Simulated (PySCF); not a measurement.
# C₄H₃IO: NMR shieldings, part 1 of 2

Wanted: NMR shieldings for C₄H₃IO (`Ic1ccoc1`).

Computed with PySCF 2.14.0 and routines of our own; the level stands in each step. Atoms count from 0.

### 1 The starting structure

9 atoms, charge 0, multiplicity 1; geometry from: GFN2-xTB.

### 2 Geometry optimisation at PBE0-D3(BJ)/def2-SVP

Job settings and geometry (Å):

```
{"job": {"xc": "PBE0", "basis": "def2-SVP", "d3": "d3bj", "grid": 1, "maxiter": 30, "shake": 0.01, "kind": "geom"}, "charge": 0, "multiplicity": 1}
I      2.970410     0.356280    -0.116730
C      0.889480     0.027720    -0.042800
C     -0.150890     1.003950     0.016780
C     -1.256730     0.299040     0.056300
O     -1.048790    -1.029620     0.008870
C      0.278670    -1.179180    -0.044100
H      0.002420     2.066880     0.044070
H     -2.298970     0.612690     0.106290
H      0.672210    -2.174910    -0.062410
```

Command:

```bash
$ OMP_NUM_THREADS=1 python heavy_run.py task.json out
```

The driver reads the jobs from task.json and runs them one after another.

Log:

```text
step   0  E = -526.70657033  max force = 0.066919
step   1  E = -526.71101731  max force = 0.013668
step   2  E = -526.71110370  max force = 0.004385
step   3  E = -526.71117674  max force = 0.003720
step   4  E = -526.71119635  max force = 0.001538
step   5  E = -526.71120686  max force = 0.001012
step   6  E = -526.71120973  max force = 0.000174
optimisation converged
```

Run time: 41 s. Hardware: 1 thread of Arm Neoverse V1, shared host; peak memory 0.46 GiB.

The steps of the relaxation:

```
step  energy from step 0 (eV)  largest force component (eV/Å)
   0                   0.0000                          3.4411
   1                  -0.1210                          0.7028
   2                  -0.1234                          0.2255
   3                  -0.1253                          0.1913
   4                  -0.1259                          0.0791
   5                  -0.1262                          0.0520
   6                  -0.1262                          0.0089
```

Distances of close pairs at the start and the end, largest changes first:

```
 bond  before (Å)  after (Å)  change (Å)
C2–C3       1.312      1.362      +0.050
I0–C1       2.108      2.072      -0.036
C5–H8       1.071      1.086      +0.015
C2–H6       1.074      1.087      +0.013
C1–C5       1.353      1.365      +0.012
O4–C5       1.337      1.346      +0.010
C1–C2       1.428      1.431      +0.003
C3–H7       1.090      1.087      -0.002
```

The end geometry stands in the next job.

```
                         at the end point                value
  point group (found at 0.08 Å tolerance)                   Cs
rotational constants (GHz, main isotopes)  9.387, 0.953, 0.865
                        dipole moment (D)                 0.86
```

### 3 NMR shieldings: PBE/pcJ-1 I:dyall-v2z (PBE), spin–orbit

Job settings and geometry (Å):

```
{"job": {"kind": "hnmr", "xc": "PBE", "basis": {"default": "pcJ-1", "I": "dyall-v2z"}, "rel": "so"}, "charge": 0, "multiplicity": 1}
I      2.673572     0.239298    -0.104127
C      0.643373    -0.156421     0.022019
C     -0.415552     0.803023     0.096141
C     -1.558686     0.065702     0.164970
O     -1.278630    -1.252344     0.135950
C      0.058048    -1.388901     0.048756
H     -0.326719     1.886454     0.098695
H     -2.610131     0.332819     0.235019
H      0.452217    -2.400532     0.014853
```

With the program's defaults for keys left out, this is: PBE/pcJ-1 I:dyall-v2z GIAO NMR shielding, X2C with spin-orbit coupling, screened-nuclear two-electron part, Gaussian nuclei, gas phase.

Log:

```text
spin-free SCF
coarse grid: 41344 points
cycle   1  E = -7344.4739988925  dE =  6.374e-01  |g| = 5.527e-01  |ddm| = 3.200e+00
cycle   2  E = -7344.3655948901  dE =  1.084e-01  |g| = 8.832e-01  |ddm| = 1.030e+00
cycle   3  E = -7344.5188151060  dE = -1.532e-01  |g| = 2.004e-01  |ddm| = 7.683e-01
cycle   4  E = -7344.5231209499  dE = -4.306e-03  |g| = 1.224e-01  |ddm| = 2.181e-01
cycle   5  E = -7344.5259360008  dE = -2.815e-03  |g| = 4.864e-02  |ddm| = 1.279e-01
cycle   6  E = -7344.5264625370  dE = -5.265e-04  |g| = 1.293e-02  |ddm| = 5.108e-02
cycle   7  E = -7344.5264971751  dE = -3.464e-05  |g| = 4.976e-03  |ddm| = 1.440e-02
cycle   8  E = -7344.5265022664  dE = -5.091e-06  |g| = 8.472e-04  |ddm| = 4.688e-03
final grid: 86200 points
cycle   9  E = -7344.5275015194  dE = -5.934e-06  |g| = 6.423e-03  |ddm| = 3.241e-03
cycle  10  E = -7344.5274966546  dE =  4.865e-06  |g| = 4.672e-03  |ddm| = 6.771e-03
cycle  11  E = -7344.5274948477  dE =  1.807e-06  |g| = 5.342e-03  |ddm| = 9.812e-03
cycle  12  E = -7344.5275024147  dE = -7.567e-06  |g| = 7.417e-04  |ddm| = 5.103e-03
cycle  13  E = -7344.5275025574  dE = -1.427e-07  |g| = 1.057e-04  |ddm| = 7.121e-04
cycle  14  E = -7344.5275025598  dE = -2.396e-09  |g| = 1.853e-05  |ddm| = 9.200e-05
converged SCF energy = -7344.5275025598
two-component SCF
cycle   1  E = -7343.5938164279  dE = -7.344e+03  |FDS-SDF| = 1.220e+02
cycle   2  E = -7345.7649464056  dE = -2.171e+00  |FDS-SDF| = 8.180e-02
cycle   3  E = -7345.7649390944  dE =  7.311e-06  |FDS-SDF| = 1.961e-02
cycle   4  E = -7345.7648871272  dE =  5.197e-05  |FDS-SDF| = 1.864e-02
cycle   5  E = -7345.7649409134  dE = -5.379e-05  |FDS-SDF| = 9.750e-03
cycle   6  E = -7345.7649619662  dE = -2.105e-05  |FDS-SDF| = 1.804e-03
cycle   7  E = -7345.7649625947  dE = -6.286e-07  |FDS-SDF| = 5.508e-04
cycle   8  E = -7345.7649626428  dE = -4.811e-08  |FDS-SDF| = 6.567e-05
cycle   9  E = -7345.7649626436  dE = -7.949e-10  |FDS-SDF| = 3.628e-05
converged, E = -7345.7649626436

Field gradients (au) and densities at the nuclei (bohr^-3)
atom        Vxx        Vyy        Vzz        centre      nuclear mean
  0 I     -6.2264    -6.3987    12.6251     246307.504     238487.466
  1 C     -0.0215    -0.2000     0.2215        126.175        126.173
  2 C     -0.0108    -0.1148     0.1256        126.149        126.146
  3 C     -0.0425    -0.2777     0.3202        126.168        126.165
  4 O     -0.6843    -0.6947     1.3790        311.628        311.618
  5 C     -0.0758    -0.2504     0.3262        126.165        126.163
  6 H     -0.1426    -0.1663     0.3089          0.473          0.473
  7 H     -0.1335    -0.1704     0.3040          0.476          0.476
  8 H     -0.1331    -0.1718     0.3049          0.475          0.475
without picture change
  0 I                           13.6957                    538528.589

Core orbital energies (eV)
atom   shell        mean    spread
  0 I  1s       -32915.166   0.000
  0 I  2s        -5085.242   0.000
  0 I  3s        -1026.093   0.000
  0 I  4s         -179.697   0.000
  0 I  5s          -17.647   0.000
  0 I  2p1/2     -4770.242   0.000
  0 I  2p3/2     -4473.284   0.045
  0 I  3p1/2      -896.171   0.000
  0 I  3p3/2      -840.098   0.117
  0 I  4p1/2      -134.382   0.000
  0 I  4p3/2      -123.443   0.294
  0 I  3d3/2      -611.450   0.108
  0 I  3d5/2      -599.815   0.140
  0 I  4d3/2       -50.696   0.334
  0 I  4d5/2       -48.976   0.450

vertical triplet (scalar unrestricted SCF): 3.995 eV

Shielding tensors (ppm)
atom      isotropic    diamagn.    paramagn.     s11        s22        s33       span
  0 I      4976.73     5087.30     -110.57    4080.53    4600.98    6248.68    2168.15
  1 C       111.61      255.30     -143.68      -6.43     152.01     189.26     195.68
  2 C        56.72      251.78     -195.06     -26.75      64.25     132.66     159.41
  3 C        36.03      254.40     -218.37     -38.62      45.08     101.64     140.26
  4 O         9.64      394.30     -384.66    -152.25     -55.89     237.08     389.33
  5 C        32.49      252.77     -220.28     -43.09      53.06      87.49     130.59
  6 H        24.72       30.09       -5.37      21.39      24.09      28.67       7.28
  7 H        24.06       29.05       -4.99      21.44      24.60      26.14       4.70
  8 H        23.95       29.45       -5.50      19.78      24.00      28.05       8.27
```

Wall time 1.8 min (1 thread of Arm Neoverse V1, shared host); peak memory 1.4 GiB.

Key values:

```
                       quantity       value
energy from spin-orbit coupling  -1.2375 Eh
```

Orbitals, density, ELF and potential are computed afterwards from the orbital file.

Frontier orbitals at PBE/dyall-v2z+pcJ-1, with the share of their density that lies nearest to each atom:

```
orbital  energy (eV)                                   lies on
   HOMO        -5.58  I0 39 %; C5 25 %; C1, C3 about 13 % each
   LUMO        -1.55                          I0 59 %; C1 30 %
```

ELF in a plane through or near 9 of the atoms.

Ten even steps from '0' (0.00) to '9' (1.00):
```
0000000000000000000000000000
0000000000000000000000000000
0000011221000000000000000000
0000145665100058720000000000
0000367887300499981000000000
0002565577400699992000000000
0014535535300599960000000000
0025455543535623630000000000
0147724525824933864699700000
0147875456572647527999930000
0026888622667404257999940000
0003665100564447855899910000
0000000014733486461002100000
0000000079998467983000000000
0000000199998138873000000000
0000000079995002320000000000
0000000003641000000000000000
0000000000000000000000000000
0000000000000000000000000000
0000000000000000000000000000
```
The map spans 10.7 Å across and 9.2 Å up, centred on the molecule. Atoms in the plane (x, y in Å): I0 (-2.7, 1.2), C1 (-0.9, 0.3), C2 (0.4, 0.9), C3 (1.3, -0.1), O4 (0.7, -1.3), C5 (-0.6, -1.1), H6 (0.6, 2.0), H7 (2.4, -0.1), H8 (-1.3, -1.9).

On the surface of density 0.002 e/bohr³ the electrostatic potential runs, from the 1st to the 99th percentile, from -0.62 V near O4 to 1.33 V near H7.

### 4 NMR shieldings: KT2/pcJ-1 I:dyall-v2z (KT2), spin–orbit

The job, as its differences from that of step 3:

```diff
@@ -1,2 +1,2 @@
-{"job": {"kind": "hnmr", "xc": "PBE", "basis": {"default": "pcJ-1", "I": "dyall-v2z"}, "rel": "so"}, "charge": 0, "multiplicity": 1}
+{"job": {"kind": "hnmr", "xc": "KT2", "basis": {"default": "pcJ-1", "I": "dyall-v2z"}, "rel": "so"}, "charge": 0, "multiplicity": 1}
 I      2.673572     0.239298    -0.104127
```

Method: KT2/pcJ-1 I:dyall-v2z GIAO NMR shielding, X2C with spin-orbit coupling, screened-nuclear two-electron part, Gaussian nuclei, gas phase.

Log:

```text
spin-free SCF
coarse grid: 41344 points
cycle   1  E = -7368.3905914036  dE =  7.016e-01  |g| = 2.435e+00  |ddm| = 3.235e+00
cycle   2  E = -7368.2566150175  dE =  1.340e-01  |g| = 1.134e+00  |ddm| = 1.204e+00
cycle   3  E = -7368.1370760385  dE =  1.195e-01  |g| = 1.360e+00  |ddm| = 1.547e+00
cycle   4  E = -7368.4446276546  dE = -3.076e-01  |g| = 3.208e-01  |ddm| = 9.380e-01
cycle   5  E = -7368.4543268997  dE = -9.699e-03  |g| = 1.545e-01  |ddm| = 3.553e-01
cycle   6  E = -7368.4596185530  dE = -5.292e-03  |g| = 6.449e-02  |ddm| = 1.923e-01
cycle   7  E = -7368.4605434519  dE = -9.249e-04  |g| = 1.576e-02  |ddm| = 6.322e-02
cycle   8  E = -7368.4606026392  dE = -5.919e-05  |g| = 4.932e-03  |ddm| = 1.794e-02
cycle   9  E = -7368.4606072060  dE = -4.567e-06  |g| = 2.135e-03  |ddm| = 5.586e-03
final grid: 86200 points
cycle  10  E = -7368.4549184727  dE = -5.343e-04  |g| = 5.266e-01  |ddm| = 6.058e-03
cycle  11  E = -7368.4548905204  dE =  2.795e-05  |g| = 1.391e-02  |ddm| = 1.382e-02
cycle  12  E = -7368.4547168109  dE =  1.737e-04  |g| = 2.778e-02  |ddm| = 3.370e-02
cycle  13  E = -7368.4549241768  dE = -2.074e-04  |g| = 1.398e-03  |ddm| = 2.447e-02
cycle  14  E = -7368.4549243883  dE = -2.115e-07  |g| = 1.083e-03  |ddm| = 2.140e-03
cycle  15  E = -7368.4549246195  dE = -2.311e-07  |g| = 4.879e-04  |ddm| = 1.149e-03
cycle  16  E = -7368.4549246781  dE = -5.864e-08  |g| = 3.467e-05  |ddm| = 4.423e-04
cycle  17  E = -7368.4549246784  dE = -3.229e-10  |g| = 4.267e-06  |ddm| = 4.244e-05
converged SCF energy = -7368.4549246784
two-component SCF
cycle   1  E = -7367.5185357145  dE = -7.368e+03  |FDS-SDF| = 1.222e+02
cycle   2  E = -7369.6931792956  dE = -2.175e+00  |FDS-SDF| = 8.361e-02
cycle   3  E = -7369.6931752545  dE =  4.041e-06  |FDS-SDF| = 1.837e-02
cycle   4  E = -7369.6931352809  dE =  3.997e-05  |FDS-SDF| = 1.658e-02
cycle   5  E = -7369.6931750500  dE = -3.977e-05  |FDS-SDF| = 9.071e-03
cycle   6  E = -7369.6931941357  dE = -1.909e-05  |FDS-SDF| = 1.556e-03
cycle   7  E = -7369.6931945915  dE = -4.558e-07  |FDS-SDF| = 5.317e-04
cycle   8  E = -7369.6931946408  dE = -4.928e-08  |FDS-SDF| = 6.845e-05
cycle   9  E = -7369.6931946414  dE = -6.048e-10  |FDS-SDF| = 3.815e-05
converged, E = -7369.6931946414

Field gradients (au) and densities at the nuclei (bohr^-3)
atom        Vxx        Vyy        Vzz        centre      nuclear mean
  0 I     -6.1468    -6.1719    12.3186     252437.141     243796.322
  1 C     -0.0192    -0.2040     0.2232        131.272        131.270
  2 C     -0.0113    -0.1184     0.1297        131.233        131.230
  3 C     -0.0346    -0.2847     0.3193        131.255        131.253
  4 O     -0.6988    -0.7456     1.4444        320.678        320.667
  5 C     -0.0678    -0.2572     0.3250        131.254        131.251
  6 H     -0.1410    -0.1652     0.3062          0.490          0.490
  7 H     -0.1317    -0.1692     0.3008          0.493          0.493
  8 H     -0.1313    -0.1704     0.3018          0.492          0.492
without picture change
  0 I                           13.3686                    549699.120

Core orbital energies (eV)
atom   shell        mean    spread
  0 I  1s       -32993.249   0.000
  0 I  2s        -5103.156   0.000
  0 I  3s        -1032.395   0.000
  0 I  4s         -181.820   0.000
  0 I  5s          -17.717   0.000
  0 I  2p1/2     -4783.961   0.000
  0 I  2p3/2     -4486.318   0.040
  0 I  3p1/2      -901.191   0.000
  0 I  3p3/2      -844.846   0.114
  0 I  4p1/2      -136.049   0.000
  0 I  4p3/2      -125.167   0.286
  0 I  3d3/2      -615.752   0.104
  0 I  3d5/2      -604.048   0.136
  0 I  4d3/2       -51.811   0.326
  0 I  4d5/2       -50.084   0.438

Shielding tensors (ppm)
atom      isotropic    diamagn.    paramagn.     s11        s22        s33       span
  0 I      5063.04     5094.72      -31.67    4171.67    4733.15    6284.30    2112.63
  1 C       126.75      259.27     -132.51      13.13     171.49     195.65     182.52
  2 C        70.39      256.42     -186.03      -7.89      79.84     139.23     147.12
  3 C        49.21      258.74     -209.53     -20.49      57.56     110.55     131.04
  4 O        25.54      397.81     -372.27    -129.74     -36.99     243.36     373.11
  5 C        44.99      257.18     -212.19     -25.45      64.35      96.07     121.51
  6 H        24.78       29.97       -5.19      21.31      24.45      28.59       7.28
  7 H        24.05       29.02       -4.97      21.43      24.32      26.39       4.95
  8 H        23.91       29.43       -5.53      19.75      24.23      27.74       7.98
```

It took 78 s on 1 thread of Arm Neoverse V1, shared host; peak memory 1.3 GiB.

Key values:

```
                       quantity       value
energy from spin-orbit coupling  -1.2383 Eh
```

### 5 NMR shieldings: B3LYP/pcJ-1 I:dyall-v2z (B3LYP), spin–orbit

The job, as its differences from that of step 4:

```diff
@@ -1,2 +1,2 @@
-{"job": {"kind": "hnmr", "xc": "KT2", "basis": {"default": "pcJ-1", "I": "dyall-v2z"}, "rel": "so"}, "charge": 0, "multiplicity": 1}
+{"job": {"kind": "hnmr", "xc": "B3LYP", "basis": {"default": "pcJ-1", "I": "dyall-v2z"}, "rel": "so"}, "charge": 0, "multiplicity": 1}
 I      2.673572     0.239298    -0.104127
```

Method: B3LYP/pcJ-1 I:dyall-v2z GIAO NMR shielding, X2C with spin-orbit coupling, screened-nuclear two-electron part, Gaussian nuclei, gas phase.

Log:

```text
spin-free SCF
coarse grid: 41344 points
cycle   1  E = -7345.2653088584  dE =  7.757e-01  |g| = 4.822e-01  |ddm| = 3.133e+00
cycle   2  E = -7345.2266554030  dE =  3.865e-02  |g| = 6.596e-01  |ddm| = 6.767e-01
cycle   3  E = -7345.3000047716  dE = -7.335e-02  |g| = 1.323e-01  |ddm| = 4.317e-01
cycle   4  E = -7345.3019476523  dE = -1.943e-03  |g| = 7.514e-02  |ddm| = 1.362e-01
cycle   5  E = -7345.3031971195  dE = -1.249e-03  |g| = 1.937e-02  |ddm| = 7.210e-02
cycle   6  E = -7345.3032767907  dE = -7.967e-05  |g| = 5.456e-03  |ddm| = 2.037e-02
cycle   7  E = -7345.3032818629  dE = -5.072e-06  |g| = 1.535e-03  |ddm| = 4.613e-03
final grid: 86200 points
cycle   8  E = -7345.3037550476  dE = -1.616e-06  |g| = 2.381e-03  |ddm| = 3.380e-03
cycle   9  E = -7345.3037527239  dE =  2.324e-06  |g| = 3.812e-03  |ddm| = 5.296e-03
cycle  10  E = -7345.3037563012  dE = -3.577e-06  |g| = 4.302e-04  |ddm| = 3.535e-03
cycle  11  E = -7345.3037563318  dE = -3.059e-08  |g| = 1.607e-04  |ddm| = 4.694e-04
cycle  12  E = -7345.3037563369  dE = -5.075e-09  |g| = 7.707e-05  |ddm| = 1.646e-04
converged SCF energy = -7345.3037563369
two-component SCF
cycle   1  E = -7344.3703649278  dE = -7.344e+03  |FDS-SDF| = 1.219e+02
cycle   2  E = -7346.5398239365  dE = -2.169e+00  |FDS-SDF| = 3.235e-01
cycle   3  E = -7346.5404734317  dE = -6.495e-04  |FDS-SDF| = 1.484e-02
cycle   4  E = -7346.5405151310  dE = -4.170e-05  |FDS-SDF| = 8.869e-03
cycle   5  E = -7346.5405218765  dE = -6.746e-06  |FDS-SDF| = 1.879e-03
cycle   6  E = -7346.5405242150  dE = -2.339e-06  |FDS-SDF| = 8.682e-04
cycle   7  E = -7346.5405245217  dE = -3.067e-07  |FDS-SDF| = 5.715e-04
cycle   8  E = -7346.5405246027  dE = -8.105e-08  |FDS-SDF| = 1.237e-04
cycle   9  E = -7346.5405246067  dE = -3.909e-09  |FDS-SDF| = 4.219e-05
converged, E = -7346.5405246067

Field gradients (au) and densities at the nuclei (bohr^-3)
atom        Vxx        Vyy        Vzz        centre      nuclear mean
  0 I     -6.4680    -6.5566    13.0247     246245.107     238402.438
  1 C      0.0021     0.2127    -0.2148        126.016        126.014
  2 C     -0.0236    -0.1284     0.1520        125.989        125.987
  3 C     -0.0118    -0.3099     0.3218        126.009        126.007
  4 O     -0.7095    -0.7197     1.4292        311.188        311.178
  5 C     -0.0436    -0.2823     0.3258        126.006        126.004
  6 H     -0.1405    -0.1653     0.3058          0.479          0.479
  7 H     -0.1320    -0.1689     0.3009          0.482          0.482
  8 H     -0.1314    -0.1702     0.3016          0.481          0.481
without picture change
  0 I                           14.1356                    538255.140

Core orbital energies (eV)
atom   shell        mean    spread
  0 I  1s       -32999.131   0.000
  0 I  2s        -5118.379   0.000
  0 I  3s        -1041.244   0.000
  0 I  4s         -185.977   0.000
  0 I  5s          -19.295   0.000
  0 I  2p1/2     -4799.849   0.000
  0 I  2p3/2     -4501.833   0.039
  0 I  3p1/2      -909.450   0.000
  0 I  3p3/2      -852.876   0.111
  0 I  4p1/2      -139.522   0.000
  0 I  4p3/2      -128.425   0.279
  0 I  3d3/2      -621.069   0.109
  0 I  3d5/2      -609.328   0.142
  0 I  4d3/2       -53.412   0.338
  0 I  4d5/2       -51.653   0.453

Shielding tensors (ppm)
atom      isotropic    diamagn.    paramagn.     s11        s22        s33       span
  0 I      5022.66     5087.37      -64.71    4149.95    4625.81    6292.21    2142.26
  1 C       111.60      255.00     -143.40     -15.40     153.28     196.91     212.31
  2 C        54.37      252.45     -198.08     -33.77      63.25     133.63     167.40
  3 C        32.70      254.25     -221.55     -47.32      41.99     103.43     150.75
  4 O        13.42      395.55     -382.13    -145.02     -59.70     244.99     390.01
  5 C        28.66      252.81     -224.15     -53.01      50.15      88.84     141.84
  6 H        24.84       30.03       -5.19      21.38      24.32      28.82       7.43
  7 H        24.20       29.07       -4.87      21.45      24.86      26.30       4.85
  8 H        24.04       29.48       -5.44      19.75      24.16      28.23       8.48
```

Run time: 4.1 min. Hardware: 1 thread of Arm Neoverse V1, shared host; peak memory 1.6 GiB.

Key values:

```
                       quantity       value
energy from spin-orbit coupling  -1.2368 Eh
```

(Continued in part 2 of 2.)
